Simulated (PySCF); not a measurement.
# PdNBr: relaxation and vibrations of the quintet

Where does quintet PdNBr go from a PBE0 minimum start, is the end point a minimum, and what are its modes, charges and moments?

Program: PySCF 2.14.0. Level of theory: PBE0, basis Pd def2-SVP with ECP28, N def2-SVP, Br def2-SVP, scalar-relativistic core potentials, no spin–orbit coupling, density fitting. These are calculated values, not measurements.

### 1 Where the work starts

3 atoms, charge 0, spin multiplicity 5.

Bond lengths: Pd1–N2 1.973 Å, Pd1–Br3 2.390 Å. Angles: N2–Pd1–Br3 147.8°.

Coordinates in bohr (charge 0 multiplicity 5):
```
Pd    0.2668   -0.4415   -1.4884
N    -0.3331    0.5513   -5.0319
Br   -0.3023    0.5003    2.8921
```

### 2 Finding the electronic state

The steps below are one call of a driver around PySCF. For each, scf.py gives the equivalent set-up of the SCF; relaxations use the driver's own optimiser. After this first run the driver tries any further starts and a stability analysis.

The input, scf.py:

```python
from pyscf import gto, scf, dft
mol = gto.M(atom='''
Pd     0.141168    -0.233627    -0.787627
N     -0.176268     0.291714    -2.662768
Br    -0.159963     0.264731     1.530437''',
    basis={'Pd': 'def2-SVP', 'N': 'def2-SVP', 'Br': 'def2-SVP'},
    ecp={'Pd': 'def2-SVP'},
    charge=0, spin=4)
mf = dft.UKS(mol, xc='PBE0')
mf.grids.atom_grid = (50, 194)
aux = {'Pd': 'def2-universal-JKFIT', 'N': 'def2-universal-JKFIT', 'Br': 'def2-universal-JKFIT'}
mf = mf.density_fit(auxbasis=aux)
mf.conv_tol = 1e-08
mf.diis_space = 10
mf.max_cycle = 60
mf.init_guess = 'minao'
mf.verbose = 4
mf.kernel()
```

Command:

```
$ OMP_NUM_THREADS=2 python axn.py task.json out
```

The runs that follow: PBE0 minimum start, quintet: relaxation; Is it a minimum? Harmonic modes.

Q: Predict the outcome of this session. Wanted: minimum; geometry; wavenumbers; dipole moment; highest occupied, lowest empty level; polar-tensor charge of Pd1; zero-point energy; atomisation energy; ⟨S²⟩.

The runs gave:

| quantity | value |
| --- | --- |
| minimum | quintet, Cs |
| geometry | Pd–Br 2.390 Å, Pd–N 1.973 Å; Br–Pd–N 147.8° |
| wavenumbers (cm⁻¹) | 91 (a'), 249 (a'), 429 (a') |
| dipole moment | 1.84 D |
| highest occupied, lowest empty level (either spin) | -7.75, -5.47 eV |
| polar-tensor charge of Pd1 | +0.16 e |
| zero-point energy | 4.6 kJ/mol |
| entropy at 298.15 K | 321.6 J/(mol K) |
| atomisation energy (no zero-point energy) | 342 kJ/mol |
| ⟨S²⟩ | 6.016 |

**Reading.** The molecule stays Cs, as typed, and the end point is a minimum. In the infrared the band at 429 cm⁻¹ (a', stretch) leads. Most of the spin sits on N2 (Mulliken spin 2.48, against 4 for the whole molecule). The first SCF alone would have been 8 kJ/mol too high. Other starts or spin states, not run here, may lie lower. One determinant may miss the lowest occupation of an open d or f shell.
